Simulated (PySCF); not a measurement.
# C6H16AlN: the cost of one run

The runs use PySCF 2.14.0, with density-fitted response routines of our own; the level of theory stands in each step. All values are computed, except where a source is named. Atoms are numbered from 0 throughout.

**1. The molecule as given**

24 atoms, charge 0, multiplicity 1; geometry from: GFN2-xTB. The atoms were then displaced at random by about 0.01 Å, so the start is not that level's minimum.

Bonds of the start (Å): C0–Al1 1.98, Al1–C2 2.02, C2–C3 1.49, C3–C4 1.55, C4–N5 1.47, N5–C6 1.45, N5–C7 1.44, N5–Al1 2.08, C0–H8 1.09, C0–H9 1.13, C0–H10 1.08, Al1–H11 1.57, C2–H12 1.09, C2–H13 1.11, C3–H14 1.09, C3–H15 1.09, C4–H16 1.10, C4–H17 1.09, C6–H18 1.08, C6–H19 1.12, C6–H20 1.09, C7–H21 1.06, C7–H22 1.11, C7–H23 1.09.

**2. Geometry optimisation at PBE0-D3(BJ)/def2-SVP**

Job settings and geometry (Å):

```
{"job": {"xc": "PBE0", "basis": "def2-SVP", "d3": "d3bj", "grid": 1, "shake": 0.01, "kind": "geom"}, "charge": 0, "multiplicity": 1}
C      1.756870     2.142200    -0.009470
Al     1.108620     0.452210     0.799560
C      1.563280    -1.431260     0.221930
C      0.337420    -2.062890    -0.346930
C     -0.915130    -1.340150     0.208270
N     -0.792270     0.115300     0.021060
C     -0.816120     0.460800    -1.385570
C     -1.819970     0.815870     0.741130
H      2.646550     2.480570     0.530560
H      1.036260     3.001410     0.122980
H      1.991570     2.142340    -1.068260
H      0.696190     0.489500     2.318360
H      2.394730    -1.640410    -0.447970
H      1.814390    -1.959790     1.170490
H      0.296090    -2.016960    -1.432990
H      0.218360    -3.110460    -0.075670
H     -0.933650    -1.491830     1.297160
H     -1.857710    -1.701190    -0.214820
H      0.078260     0.094680    -1.867620
H     -1.727710     0.044610    -1.881310
H     -0.865250     1.547210    -1.492760
H     -1.678310     1.864090     0.633720
H     -2.825500     0.559510     0.354630
H     -1.771280     0.564230     1.797730
```

Started as:

```
OMP_NUM_THREADS=1 python probes_run.py task.json out
```

The driver reads the jobs from task.json and runs them one after another.

**Question.** How long does this first job take on 1 thread of AMD EPYC 9R14, shared host, and how much memory does it need?

About 3.1 min, with a peak of 0.85 GiB.
